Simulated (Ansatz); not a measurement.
# BCl₃H₃P: a ladder of functionals and wavefunction methods

The task here is to estimate one member of a computed series from the others.

Method: functionals in def2-TZVPP, the program's frozen cores in correlated methods; program: Ansatz 0.2.0, Gaussian basis.

Plan: LDA (SPW92), PBE-D4, revPBE-D4, BLYP-D4, r2SCAN-D4, B97M-V, PBE0-D4, B3LYP-D4, r2SCANh-D4, r2SCAN0-D4, HSE06-D4, BHLYP-D4, CAM-B3LYP-D4, LC-ωPBE, ωB97X-V, ωB97M-V, B2PLYP, PBE-QIDH; CCSD(T)/def2-SVP; CCSD(T)/def2-TZVPP; MP2/def2-QZVPP; extrapolation to the limit; RPA on PBE.

## Structure used throughout

All runs share one geometry, relaxed beforehand with PBE0-D4 in a triple-zeta def2 set.

SMILES `[PH3+][B-](Cl)(Cl)Cl`, 8 atoms, charge 0, spin multiplicity 1.

Atoms are counted from 1 here; the program's logs count them from 0.

Bond lengths: P1–B2 1.991 Å, P1–H6 1.405 Å, P1–H7 1.405 Å, P1–H8 1.405 Å, B2–Cl3 1.823 Å, B2–Cl4 1.823 Å, B2–Cl5 1.823 Å. Angles: B2–P1–H6 115.4°, B2–P1–H7 115.4°, B2–P1–H8 115.4°, H6–P1–H7 103.0°, H6–P1–H8 103.0°, H7–P1–H8 103.0°, P1–B2–Cl3 104.2°, P1–B2–Cl4 104.2°, P1–B2–Cl5 104.1°, Cl3–B2–Cl4 114.2°, Cl3–B2–Cl5 114.2°, Cl4–B2–Cl5 114.2°.

The first run:

in.yaml reads:

```yaml
crystal:
  periodic: [false, false, false]
  atoms:
    - {symbol: P, position_ang: [-0.528712, -0.262046, 0.714583]}
    - {symbol: B, position_ang: [0.619655, 0.279090, -0.818732]}
    - {symbol: Cl, position_ang: [2.307533, 0.291533, -0.129659]}
    - {symbol: Cl, position_ang: [0.331950, -1.014906, -2.070408]}
    - {symbol: Cl, position_ang: [-0.009649, 1.925360, -1.286338]}
    - {symbol: H, position_ang: [-0.484565, 0.591229, 1.829720]}
    - {symbol: H, position_ang: [-0.240715, -1.520519, 1.268622]}
    - {symbol: H, position_ang: [-1.903098, -0.346843, 0.436311]}
basis:
  gaussian: {orbitals: def2-TZVPP}
hamiltonian: {xc: lda}
output: {orbitals: {seedname: orbitals}}
```

The run is started by

```bash
$ ansatz run in.yaml --threads 4 --pin off --events-out ev --progress --plain --max-ram 10444MiB
```

Among the steps run: LDA; PBE-D4 (GGA); revPBE-D4 (GGA); BLYP-D4 (GGA); r2SCAN-D4 (meta-GGA); B97M-V (meta-GGA); B3LYP-D4 (hybrid); r2SCANh-D4 (hybrid); r2SCAN0-D4 (hybrid); HSE06-D4 (hybrid); BHLYP-D4 (hybrid); CAM-B3LYP-D4 (range-separated); LC-ωPBE (range-separated); ωB97X-V (range-separated); ωB97M-V (range-separated); B2PLYP (double hybrid); PBE-QIDH (double hybrid).

One table of the session follows, with a row left open; its other results are not shown here.

It belongs to the step «Frontier levels by functional». 

```
  functional  HOMO (eV)  gap (eV)
 LDA (SPW92)      -6.92      5.49
      PBE-D4      -6.79      5.52
   revPBE-D4      -6.73      5.54
     BLYP-D4          ?         ?
   r2SCAN-D4      -7.13      6.16
      B97M-V      -7.24      6.09
     PBE0-D4      -8.17      7.83
    B3LYP-D4      -7.89      7.33
  r2SCANh-D4      -7.64      6.99
  r2SCAN0-D4      -8.40      8.24
    HSE06-D4      -7.77      7.05
    BHLYP-D4      -9.41     10.09
CAM-B3LYP-D4      -9.52     10.29
     LC-ωPBE     -10.90     12.82
     ωB97X-V     -10.57     12.39
     ωB97M-V     -10.42     12.02
```

Q: Estimate the row for BLYP-D4 from the others.

Worked estimate for «HOMO (eV)». Against the share of exact exchange, B3LYP-D4 (0.2, -7.89), BHLYP-D4 (0.5, -9.41) give a slope of -5.07 per unit share; at 0 the line stands at -6.88.

As computed: HOMO (eV): -6.62; gap (eV): 5.49. In «HOMO (eV)» the line misses by -0.26.
